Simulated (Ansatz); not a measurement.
**Si3Ge2H10: how energies converge with the basis set**

One table from this session's results is given with a row withheld; the runs are named, their logs left out.

Method: one geometry, several basis sets; program: Ansatz 0.2.0, Gaussian basis.

The runs, in order: PBE0-D4/def2-SVP; ωB97M-V/def2-SVP; PBE0-D4/def2-QZVPP; ωB97M-V/def2-QZVPP; the functionals' def2-TZVPP values are taken from earlier runs.

## The geometry

All runs share one geometry, relaxed beforehand with PBE0-D4 in a triple-zeta def2 set.

SMILES `[SiH2]1[SiH2][GeH2][GeH2][SiH2]1`, 15 atoms, charge 0, spin multiplicity 1.

Atoms are counted from 1 here; the program's logs count them from 0.

Bond lengths: Si1–Si2 2.341 Å, Si1–Si5 2.341 Å, Si1–H6 1.491 Å, Si1–H7 1.489 Å, Si2–Ge3 2.390 Å, Si2–H8 1.488 Å, Si2–H9 1.490 Å, Ge3–Ge4 2.443 Å, Ge3–H10 1.539 Å, Ge3–H11 1.540 Å, Ge4–Si5 2.390 Å, Ge4–H12 1.539 Å, Ge4–H13 1.540 Å, Si5–H14 1.488 Å, Si5–H15 1.490 Å. Angles: Si2–Si1–Si5 102.8°, Si2–Si1–H6 108.8°, Si2–Si1–H7 113.7°, Si5–Si1–H6 108.8°, Si5–Si1–H7 113.6°, H6–Si1–H7 108.8°, Si1–Si2–Ge3 103.5°, Si1–Si2–H8 113.8°, Si1–Si2–H9 109.0°, Ge3–Si2–H8 112.9°, Ge3–Si2–H9 108.8°, H8–Si2–H9 108.7°, Si2–Ge3–Ge4 104.7°, Si2–Ge3–H10 112.3°, Si2–Ge3–H11 110.3°, Ge4–Ge3–H10 111.8°, Ge4–Ge3–H11 109.6°, H10–Ge3–H11 108.2° and more.

The first run:

The input, in.yaml:

```yaml
crystal:
  periodic: [false, false, false]
  atoms:
    - {symbol: Si, position_ang: [-1.002263, 1.554613, 0.650618]}
    - {symbol: Si, position_ang: [-0.080888, -0.142243, 1.973739]}
    - {symbol: Ge, position_ang: [1.564417, -1.128149, 0.548668]}
    - {symbol: Ge, position_ang: [0.739894, -0.729099, -1.715900]}
    - {symbol: Si, position_ang: [-1.289611, 0.498619, -1.418759]}
    - {symbol: H, position_ang: [0.003282, 2.645119, 0.499400]}
    - {symbol: H, position_ang: [-2.257075, 2.132020, 1.205580]}
    - {symbol: H, position_ang: [0.485261, 0.342322, 3.261884]}
    - {symbol: H, position_ang: [-1.134048, -1.155178, 2.264985]}
    - {symbol: H, position_ang: [1.755821, -2.628924, 0.829775]}
    - {symbol: H, position_ang: [2.922552, -0.426435, 0.733695]}
    - {symbol: H, position_ang: [0.510879, -2.047343, -2.476190]}
    - {symbol: H, position_ang: [1.766460, 0.107392, -2.501550]}
    - {symbol: H, position_ang: [-1.561827, 1.440687, -2.538209]}
    - {symbol: H, position_ang: [-2.422854, -0.463410, -1.317725]}
basis:
  gaussian: {orbitals: def2-SVP}
hamiltonian: {xc: pbe0, dispersion: d4}
output: {orbitals: {seedname: orbitals}}
```

Among the steps run: PBE0-D4 in def2-SVP; ωB97M-V in def2-SVP; PBE0-D4 in def2-QZVPP; ωB97M-V in def2-QZVPP.

One table of the session follows, with a row left open; its other results are not shown here.

It belongs to the step «Functionals by basis». 

| functional | basis | HOMO (eV) |
| --- | --- | --- |
| PBE0-D4 | def2-SVP | -7.66 |
| PBE0-D4 | def2-TZVPP | -7.61 |
| PBE0-D4 | def2-QZVPP | -7.61 |
| ωB97M-V | def2-SVP | -9.54 |
| ωB97M-V | def2-TZVPP | -9.53 |
| ωB97M-V | def2-QZVPP | ? |

Q: Estimate the row for ωB97M-V, def2-QZVPP from the others.

**Answer.** HOMO (eV): -9.52. In the column «HOMO (eV)» it lies between ωB97M-V, def2-TZVPP (-9.53) and PBE0-D4, def2-SVP (-7.66).
